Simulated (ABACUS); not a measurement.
Runs of ABACUS 3.10.1 on Ba2Tl5V3O12. It takes space group R-3m (No. 166, trigonal). The conventional cell has a = 8.474 Å, b = 8.474 Å, c = 18.385 Å, α = 90.00°, β = 90.00°, γ = 120.00°. Ba (site symmetry -3m) has 12 O at 3.23 Å as nearest neighbours. Ba (site symmetry -3m) has 12 O at 3.22 Å as nearest neighbours. V (site symmetry 2/m) has 4 O at 1.82 Å as nearest neighbours. Around Tl (site symmetry 2/m) lie 4 O at 2.36 Å. Tl (site symmetry 3m) is surrounded by 3 V at 2.80 Å and 6 O at 2.84 Å and 3 Tl at 2.98 Å. O (site symmetry 1) has 1 V at 1.82 Å as nearest neighbours. The cell was built by a generator and needn't be a form met in nature.

```tsv
task	level	potentials or basis	spin	fixed moment (μB)	k mesh	path	points for each segment of the path	mixing share	symmetry key	DOS broadening	mesh quality	gap on the mesh (eV)	pressure (GPa)	moment (μB)	largest force (eV/Å)
single point	PBE	PseudoDojo NC SR 0.4.1 PBE standard, DZP LCAO (the cutoffs set its grid)	collinear, ferromagnetic start	1.0	3 × 3 × 3	-	-	0.4	1	-	not flagged	-	1.3	1.00	0.16
single point	PBE	PseudoDojo NC SR 0.4.1 PBE standard, DZP LCAO (the cutoffs set its grid)	off	-	2 × 2 × 2	-	-	0.7	1	-	coarse	none	(b)	-	0.20
single point	PBE	PseudoDojo NC SR 0.4.1 PBE standard, DZP LCAO (the cutoffs set its grid)	collinear, ferromagnetic start	-	4 × 4 × 4	-	-	0.4	1	-	not flagged	none	1.3	(a)	0.15
single point	PBE	PseudoDojo NC SR 0.4.1 PBE standard, DZP LCAO (the cutoffs set its grid)	collinear, ferrimagnetic start	-	2 × 2 × 2	-	-	0.4	0	-	coarse	none	1.3	1.45	0.15
single point	PBE	PseudoDojo NC SR 0.4.1 PBE standard, DZP LCAO (the cutoffs set its grid)	collinear, ferromagnetic start	7.0	3 × 3 × 3	-	-	0.4	1	-	not flagged	-	4.7	7.00	0.45
```

Alike in all rows: cell as given; cutoff (eV) 1361; smearing fermi-dirac 0.05 eV.

Task: Estimate the missing entries.

Result: (a) 1.09; (b) 1.2.

Caveats: some runs use coarse meshes; the atomic orbitals were generated for these runs and aren't a published set; this release of the barium file is off; the basis of atomic orbitals isn't converged, which shifts pressures, moduli and gaps; semilocal functionals often make such compounds metallic where correlation or magnetic order opens a gap, which also shifts bond lengths (some runs); the total moment is fixed, so each spin has its own Fermi level (some runs); the moment is held away from its start (some runs).

A k mesh can miss the band edges, and the runs leave out spin-orbit coupling on Ba, Tl.

A gap of «none» marks a metal or a gap under the smearing width.
